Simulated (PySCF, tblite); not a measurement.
# C₄H₁₁NOSi: geometry, infrared bands and NMR shifts

What infrared bands and NMR shifts should C₄H₁₁NOSi (`C=C[Si@@H](O)N(C)C`) show?

Computed with tblite 0.8.0 and PySCF 2.14.0, with density-fitted response routines of our own, on a single molecule in the gas phase. Atoms are numbered from 0 throughout.

### Step 1. The starting structure

18 atoms, charge 0, multiplicity 1; geometry from: force field or distance geometry start.

Bonds of the start (Å): C0–C1 1.34, C1–Si2 1.82, Si2–O3 1.66, Si2–N4 1.73, N4–C5 1.47, N4–C6 1.47, C0–H7 1.08, C0–H8 1.09, C1–H9 1.10, Si2–H10 1.48, O3–H11 0.95, C5–H12 1.10, C5–H13 1.09, C5–H14 1.11, C6–H15 1.08, C6–H16 1.10, C6–H17 1.10.

### Step 2. Relaxing the molecule with GFN2-xTB

The job: settings as JSON, then the geometry in Å.

```
{"job": {"kind": "relax", "xc": "GFN2-xTB", "basis": "xTB"}, "charge": 0, "multiplicity": 1}
C      2.582800    -0.602300    -0.417100
C      1.867500    -0.864900     0.683700
Si     0.415900     0.025900     1.317600
O      0.803400     1.570700     1.774900
N     -0.741400     0.258800     0.056100
C     -1.903300     1.143700     0.258100
C     -1.194700    -0.881300    -0.760200
H      3.442500    -1.197600    -0.682000
H      2.314100     0.212100    -1.084000
H      2.168100    -1.696200     1.333400
H     -0.257700    -0.698000     2.414000
H      1.076300     2.125100     1.048900
H     -2.642700     0.689600     0.940400
H     -2.389300     1.382300    -0.691000
H     -1.601400     2.116900     0.691100
H     -1.724000    -0.548300    -1.646400
H     -1.868200    -1.532400    -0.183400
H     -0.356600    -1.497700    -1.112400
```

Command:

```sh
$ OMP_NUM_THREADS=1 python probes_run.py task.json out
```

One launch serves the whole session: the jobs run in the order shown.

**Question.** This job is followed by: GFN2-xTB harmonic vibrations, gas phase; GIAO PBE0/pcSseg-1 NMR shielding, non-relativistic, gas phase. What will the session give for the following? strongest single infrared mode (GFN2-xTB); zero-point energy (GFN2-xTB); 13C shifts against TMS (PBE0/pcSseg-1, means over atoms taken as alike); 1H shifts against TMS (PBE0/pcSseg-1, means over atoms taken as alike); 29Si shifts against TMS (PBE0/pcSseg-1); 17O shifts against H2O (PBE0/pcSseg-1); 15N shifts against NH3 (PBE0/pcSseg-1).

The runs gave:

| quantity | value |
| --- | --- |
| strongest single infrared mode (GFN2-xTB) | 826 cm⁻¹, 344 km/mol |
| zero-point energy (GFN2-xTB) | 90.7 kcal/mol |
| 13C shifts against TMS (PBE0/pcSseg-1, means over atoms taken as alike) | 146.2, 141.7, 39.2 ppm |
| 1H shifts against TMS (PBE0/pcSseg-1, means over atoms taken as alike) | 6.54, 6.44, 6.18, 4.78, 2.63, 1.30 ppm |
| 29Si shifts against TMS (PBE0/pcSseg-1) | -31.3 ppm |
| 17O shifts against H2O (PBE0/pcSseg-1) | 41.9 ppm |
| 15N shifts against NH3 (PBE0/pcSseg-1) | 36.5 ppm |

In words: Over 67 steps the energy fell by 0.313 eV; of the close pairs, C1–Si2 changed most, 1.817 to 1.888 Å. The lowest mode is slightly imaginary (18i cm⁻¹), a soft motion within the noise of the Hessian, so the minimum is not strictly shown. The strongest single mode, at 826 cm⁻¹, moves mainly H11. Unscaled tight-binding wavenumbers are off by several per cent, some by more. Its intensities can rank the bands wrongly. The most deshielded carbon is C1 (alkene CH), at 146.2 ppm: an sp2 carbon of a C=C bond.
